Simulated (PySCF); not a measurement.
# Solver options tried on FeI2 (quintet)

The same problem is solved with other solver options, one edit a run.

Computed with PySCF 2.14.0. Level: method and basis as typed in the scripts.

3 further runs of the same task are left out: 1 for a known fault of the program, 2 that didn't finish.

**1. The starting structure**

FeI2 (quintet): 3 atoms, charge 0, spin multiplicity 5.

Bond lengths: Fe1–I2 2.504 Å, Fe1–I3 2.504 Å. Angles: I2–Fe1–I3 180.0°.

**2. The base run**

input.py reads:

```python
from pyscf import gto, scf

mol = gto.M(
    atom='Fe 0 0 0; I 0 0 2.5038; I 0 0 -2.5038',
    basis='def2-svp',
    ecp={'I': 'def2-svp'},
    charge=0,
    spin=4,
    verbose=4,
)
mf = scf.UHF(mol)
mf.kernel()
mf.stability(internal=True, external=True)
mf.dip_moment()
print('orbital energies (hartree):', [e[max(0, n-3):n+3].round(4) for e, n in zip(mf.mo_energy, mol.nelec)])
```

Command:

```bash
$ OMP_NUM_THREADS=1 python input.py
```

The log of this run is left out.

It gives: E(SCF) = -1855.719399 Eh, ⟨S²⟩ = 6.016, μ = 0.00 D, internal unstable; real -> complex stable; UHF/UKS -> GHF/GKS stable.

No search for the lowest state was made; open d or f shells can end in a higher solution. A lower solution of the same kind exists, so this energy is an upper bound. The quintet is typed in the script; nothing here shows that it is the ground state.

**3. Initial guess chk**

Edit 1 changes initial guess: minao → chk.

input.py reads:

```python
from pyscf import gto, scf

mol = gto.M(
    atom='Fe 0 0 0; I 0 0 2.5038; I 0 0 -2.5038',
    basis='def2-svp',
    ecp={'I': 'def2-svp'},
    charge=0,
    spin=4,
    verbose=4,
)
mf = scf.UHF(mol)
mf.init_guess = 'chk'
mf.kernel()
mf.stability(internal=True, external=True)
mf.dip_moment()
print('orbital energies (hartree):', [e[max(0, n-3):n+3].round(4) for e, n in zip(mf.mo_energy, mol.nelec)])
```

Command:

```bash
$ OMP_NUM_THREADS=1 python input.py
```

**4. Initial guess huckel**

Edit 2 changes initial guess: minao → huckel.

input.py, as its differences from that of step 2:

```diff
@@ -11,2 +11,3 @@
 mf = scf.UHF(mol)
+mf.init_guess = 'huckel'
 mf.kernel()
```

**5. Second-order solver on**

Edit 3 changes second-order solver: off → on.

input.py, as its differences from that of step 2:

```diff
@@ -11,2 +11,3 @@
 mf = scf.UHF(mol)
+mf = mf.newton()
 mf.kernel()
```

Before running it: what results should come out? Wanted: for each run, E(SCF); from base; gap, α spin; SCF dipole; after the SCF.

As calculated:

```tsv
run	E(SCF) (hartree)	from base (eV)	cycles	gap, α spin (eV)	SCF dipole (D)	after the SCF
base	-1855.719399	0	26	10.92	0.00	unstable: internal
initial guess chk	-1855.719399	0.0000	26	10.92	0.00	unstable: internal
initial guess huckel	-1855.719399	0.0000	14	10.92	0.00	unstable: internal
second-order solver on	-1855.337786	+10.3842	9 macro	4.02	0.00	unstable: internal, real -> complex, UHF/UKS -> GHF/GKS
```

Distance from each run's final energy (log10 hartree) by cycle:

```tsv
run	cycle 1	cycle 2	cycle 3	cycle 5	cycle 8	cycle 12
base	1.1	1.5	1.0	-1.6	-4.8	-4.2
initial guess chk	1.1	1.5	1.0	-1.6	-4.8	-4.2
initial guess huckel	0.7	1.4	-0.1	-1.9	-4.1	-7.9
second-order solver on	0.4	-0.1	-0.5	-2.1	< -11	done
```

With initial guess chk or initial guess huckel the SCF ends at the base energy. PySCF falls back to minao for a guess that it doesn't know or can't read, so that run repeats the base. With second-order solver on the SCF ends in another solution, 10.38 eV higher: the path to self-consistency decides the state here. The base needs 26 cycles and the run with initial guess huckel needs 14.
